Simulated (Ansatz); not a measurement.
**AlBFH₅O₂Si: one species, many methods**

One table from this session's results is given with a row withheld; the runs are named, their logs left out.

The runs use Ansatz 0.2.0, Gaussian basis; functionals in def2-TZVPP, the program's frozen cores in correlated methods.

Plan: LDA (SPW92), PBE-D4, revPBE-D4, BLYP-D4, r2SCAN-D4, B97M-V, PBE0-D4, B3LYP-D4, r2SCANh-D4, r2SCAN0-D4, HSE06-D4, BHLYP-D4, CAM-B3LYP-D4, LC-ωPBE, ωB97X-V, ωB97M-V, B2PLYP, PBE-QIDH; CCSD(T)/def2-SVP; CCSD(T)/def2-TZVPP; MP2/def2-QZVPP; extrapolation to the limit; RPA on PBE.

## The geometry

All runs share one geometry, relaxed beforehand with PBE0-D4 in a triple-zeta def2 set.

SMILES `O[B](O[SiH3])[AlH][F]`, 11 atoms, charge 0, spin multiplicity 1.

Atoms are counted from 1 here; the program's logs count them from 0.

Bond lengths: O1–B2 1.363 Å, O1–H7 0.958 Å, B2–O3 1.356 Å, B2–Al5 2.165 Å, O3–Si4 1.652 Å, Si4–H8 1.481 Å, Si4–H9 1.484 Å, Si4–H10 1.484 Å, Al5–F6 1.657 Å, Al5–H11 1.589 Å. Angles: B2–O1–H7 114.1°, O1–B2–O3 115.2°, O1–B2–Al5 122.2°, O3–B2–Al5 122.5°, B2–O3–Si4 136.1°, O3–Si4–H8 106.8°, O3–Si4–H9 110.1°, O3–Si4–H10 110.1°, H8–Si4–H9 110.0°, H8–Si4–H10 110.0°, H9–Si4–H10 109.9°, B2–Al5–F6 116.6°, B2–Al5–H11 127.4°, F6–Al5–H11 116.0°.

The first run:

Contents of in.yaml:

```yaml
crystal:
  periodic: [false, false, false]
  atoms:
    - {symbol: O, position_ang: [-1.384146, -0.044660, -2.006540]}
    - {symbol: B, position_ang: [-0.642560, 0.033226, -0.865236]}
    - {symbol: O, position_ang: [0.303313, -0.928398, -0.723579]}
    - {symbol: Si, position_ang: [1.443903, -1.317844, 0.405638]}
    - {symbol: Al, position_ang: [-0.955729, 1.584120, 0.612209]}
    - {symbol: F, position_ang: [0.028198, 1.550234, 1.944886]}
    - {symbol: H, position_ang: [-2.047056, 0.642545, -2.089412]}
    - {symbol: H, position_ang: [2.140937, -2.526570, -0.089970]}
    - {symbol: H, position_ang: [0.793314, -1.606023, 1.707992]}
    - {symbol: H, position_ang: [2.410326, -0.202087, 0.558743]}
    - {symbol: H, position_ang: [-2.025001, 2.758456, 0.565866]}
basis:
  gaussian: {orbitals: def2-TZVPP}
hamiltonian: {xc: lda}
output: {orbitals: {seedname: orbitals}}
```

Launch:

```bash
$ ansatz run in.yaml --threads 4 --pin off --events-out ev --progress --plain --max-ram 10444MiB
```

Among the steps run: LDA; PBE-D4 (GGA); revPBE-D4 (GGA); BLYP-D4 (GGA); r2SCAN-D4 (meta-GGA); B97M-V (meta-GGA); B3LYP-D4 (hybrid); r2SCANh-D4 (hybrid); r2SCAN0-D4 (hybrid); HSE06-D4 (hybrid); BHLYP-D4 (hybrid); CAM-B3LYP-D4 (range-separated); LC-ωPBE (range-separated); ωB97X-V (range-separated); ωB97M-V (range-separated); B2PLYP (double hybrid); PBE-QIDH (double hybrid).

One table of the session follows, with a row left open; its other results are not shown here.

```
  functional  HOMO (eV)  LUMO (eV)  gap (eV)
 LDA (SPW92)      -6.33      -2.97      3.35
      PBE-D4          ?          ?         ?
   revPBE-D4      -6.14      -2.63      3.50
     BLYP-D4      -6.11      -2.61      3.50
   r2SCAN-D4      -6.45      -2.56      3.89
      B97M-V      -6.54      -2.73      3.81
     PBE0-D4      -7.46      -1.98      5.48
    B3LYP-D4      -7.28      -2.18      5.10
  r2SCANh-D4      -6.92      -2.28      4.64
  r2SCAN0-D4      -7.63      -1.88      5.75
    HSE06-D4      -7.06      -2.35      4.71
    BHLYP-D4      -8.68      -1.20      7.48
CAM-B3LYP-D4      -8.84      -1.01      7.83
     LC-ωPBE     -10.12       0.10     10.22
     ωB97X-V      -9.80      -0.02      9.78
     ωB97M-V      -9.61      -0.26      9.35
```

Estimate the missing values for PBE-D4.

The run gave: HOMO (eV): -6.20; LUMO (eV): -2.74; gap (eV): 3.46. In the column «HOMO (eV)» it lies between LDA (SPW92) (-6.33) and revPBE-D4 (-6.14).
